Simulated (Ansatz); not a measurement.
# C₃Si: geometry and frequencies at several levels

One table from this session's results is given with a row withheld; the runs are named, their logs left out.

Method: the levels named in each step, in Ansatz 0.2.0.

## The structure to begin with

Bond lengths: C1–C2 1.329 Å, C2–C3 1.330 Å, C1–Si4 2.004 Å, C3–Si4 2.004 Å. Angles: C1–C2–C3 124.2°, C2–C1–Si4 75.0°, C2–C3–Si4 75.0°, C1–Si4–C3 71.8°.

As a file:

```xyz
4

C    -1.2208   -0.4275   -0.3370
C    -0.0428   -1.0382   -0.4182
C     1.1129   -0.4103   -0.6161
Si    0.0647    0.8023    0.5864
```

The first run:

input.yaml

```yaml
crystal:
  periodic: [false, false, false]
  atoms:
    - { symbol: C, position_ang: [-1.22076, -0.42749, -0.33695] }
    - { symbol: C, position_ang: [-0.04283, -1.03819, -0.41823] }
    - { symbol: C, position_ang: [1.11291, -0.41032, -0.61612] }
    - { symbol: Si, position_ang: [0.06472, 0.80227, 0.5864] }
basis:
  gaussian: { orbitals: def2-SVP }
hamiltonian:
  xc: pbe
  dispersion: d4
relax:
  f_tol: 0.03
  max_steps: 200
```

Command:

```sh
> ansatz run input.yaml --threads 2 --pin off --max-ram 5120MiB --backend cpu --events-out ev --progress --plain --runs-dir out
```

Steps of the session up to this table: A rough first relaxation, PBE-D4/def2-SVP; Relaxation, PBE0-D4/def2-TZVPP; Frequencies, PBE0-D4/def2-TZVPP; Relaxation, PBE-D4/def2-TZVPP; Frequencies, PBE-D4/def2-TZVPP; Relaxation, r2SCAN-D4/def2-TZVPP; Frequencies, r2SCAN-D4/def2-TZVPP; Relaxation, B3LYP-D4/def2-TZVPP; Frequencies, B3LYP-D4/def2-TZVPP; Relaxation, B2PLYP/def2-TZVPP.

One of the session's tables, all rows but one given; the rest of the session is left out.

It belongs to the step «Geometries side by side». 

| level | C1–C2 (Å) | C1–Si4 (Å) | C2–C3 (Å) | dipole (D) | highest frequency (cm⁻¹) |
| --- | --- | --- | --- | --- | --- |
| PBE0-D4/def2-TZVPP | 1.3372 | 2.0266 | 1.3372 | 2.04 | 1607 |
| PBE-D4/def2-TZVPP | 1.3516 | 2.0421 | 1.3516 | 2.12 | 1544 |
| r2SCAN-D4/def2-TZVPP | ? | ? | ? | ? | ? |
| B3LYP-D4/def2-TZVPP | 1.3345 | 2.0424 | 1.3345 | 2.22 | 1594 |
| B2PLYP/def2-TZVPP | 1.3411 | 2.0366 | 1.3411 | 2.20 | - |

Estimate the missing values for r2SCAN-D4/def2-TZVPP.

**Answer.** C1–C2 (Å): 1.3427; C1–Si4 (Å): 2.0323; C2–C3 (Å): 1.3427; dipole (D): 1.97; highest frequency (cm⁻¹): 1587. In the column «C1–C2 (Å)» it lies between B2PLYP/def2-TZVPP (1.3411) and PBE-D4/def2-TZVPP (1.3516).
